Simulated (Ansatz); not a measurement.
# C3InN3O3: taking an electron away

The task here is to estimate one member of a computed series from the others.

Program: Ansatz 0.2.0, Gaussian basis. Level of theory: unrestricted cation, the program's frozen cores in correlated methods. These are calculated values, not measurements.

The runs, in order: UKS PBE-D4/def2-TZVPP; UKS r2SCAN-D4/def2-TZVPP; UKS PBE0-D4/def2-TZVPP; UKS B3LYP-D4/def2-TZVPP; UKS wB97X-V/def2-TZVPP; UKS wB97M-V/def2-TZVPP; UKS B2PLYP/def2-TZVPP; UHF-CCSD(T)/def2-TZVPP; UHF-MP2/def2-QZVPP; extrapolation to the limit; then −ε(HOMO) from the neutral's earlier runs with LDA (SPW92), PBE-D4, revPBE-D4, BLYP-D4, r2SCAN-D4, B97M-V, PBE0-D4, B3LYP-D4, r2SCANh-D4, r2SCAN0-D4, HSE06-D4, BHLYP-D4, CAM-B3LYP-D4, LC-ωPBE, ωB97X-V, ωB97M-V.

## The relaxed structure

The geometry comes from an earlier relaxation with PBE0-D4 in a triple-zeta def2 set; it is a stationary point, not always the lowest conformer. In takes the def2 core potential; no spin-orbit term is included.

SMILES `O=C=[N][In]([N]=C=O)[N]=C=O`, 10 atoms, charge 0, spin multiplicity 1.

Atoms are counted from 1 here; the program's logs count them from 0.

Bond lengths: O1–C2 1.164 Å, C2–N3 1.207 Å, N3–In4 1.998 Å, In4–N5 1.998 Å, In4–N8 1.998 Å, N5–C6 1.207 Å, C6–O7 1.164 Å, N8–C9 1.207 Å, C9–O10 1.164 Å. Angles: O1–C2–N3 175.9°, C2–N3–In4 135.4°, N3–In4–N5 120.0°, N3–In4–N8 120.0°, N5–In4–N8 120.0°, In4–N5–C6 135.3°, N5–C6–O7 175.9°, In4–N8–C9 135.3°, N8–C9–O10 175.9°.

Set-up of the first run:

File in.yaml:

```yaml
crystal:
  periodic: [false, false, false]
  atoms:
    - {symbol: O, position_ang: [0.129705, -4.034297, -0.566850]}
    - {symbol: C, position_ang: [-0.088985, -2.980903, -0.123780]}
    - {symbol: N, position_ang: [-0.359435, -1.927854, 0.400266]}
    - {symbol: In, position_ang: [0.010748, -0.005313, 0.001786]}
    - {symbol: N, position_ang: [1.079264, 0.492860, -1.611347]}
    - {symbol: C, position_ang: [1.454840, 1.527605, -2.106266]}
    - {symbol: O, position_ang: [1.853385, 2.479378, -2.643913]}
    - {symbol: N, position_ang: [-0.686404, 1.419154, 1.217086]}
    - {symbol: C, position_ang: [-1.341984, 1.438012, 2.230278]}
    - {symbol: O, position_ang: [-1.967933, 1.540160, 3.205740]}
basis:
  gaussian: {orbitals: def2-TZVPP}
total_charge: 1
magnetization: {spin_polarized: true, initial_magnetization: 1}
hamiltonian: {xc: pbe, dispersion: d4}
```

Command:

```sh
$ ansatz run in.yaml --threads 2 --pin off --events-out ev --progress --plain --max-ram 32768MiB --backend cuda --devices 0, --max-vram 18GiB
```

Steps of the session up to this table: Cation, UKS PBE-D4/def2-TZVPP; Cation, UKS r2SCAN-D4/def2-TZVPP; Cation, UKS PBE0-D4/def2-TZVPP; Cation, UKS B3LYP-D4/def2-TZVPP; Cation, UKS wB97X-V/def2-TZVPP; Cation, UKS wB97M-V/def2-TZVPP; Cation, UKS B2PLYP (frozen core)/def2-TZVPP; Cation, UHF-CCSD(T)/def2-TZVPP; Cation, UHF-MP2/def2-QZVPP.

One table of the session follows, with a row left open; its other results are not shown here.

Orbital estimates, from the neutral's runs:

| functional | −ε(HOMO) (eV) |
| --- | --- |
| LDA (SPW92) | 7.86 |
| PBE-D4 | 7.59 |
| revPBE-D4 | 7.50 |
| BLYP-D4 | 7.46 |
| r2SCAN-D4 | 7.91 |
| B97M-V | 7.89 |
| PBE0-D4 | 9.00 |
| B3LYP-D4 | 8.75 |
| r2SCANh-D4 | 8.44 |
| r2SCAN0-D4 | 9.23 |
| HSE06-D4 | 8.60 |
| BHLYP-D4 | 10.31 |
| CAM-B3LYP-D4 | 10.38 |
| LC-ωPBE | 11.70 |
| ωB97X-V | 11.33 |
| ωB97M-V | ? |

Q: Estimate the row for ωB97M-V from the others.

The run gave: −ε(HOMO) (eV): 11.24. In the column «−ε(HOMO) (eV)» it lies between CAM-B3LYP-D4 (10.38) and ωB97X-V (11.33).

Caveats from the session: The cation may have settled in a state other than its lowest; no search over hole states beyond the program's own was made.
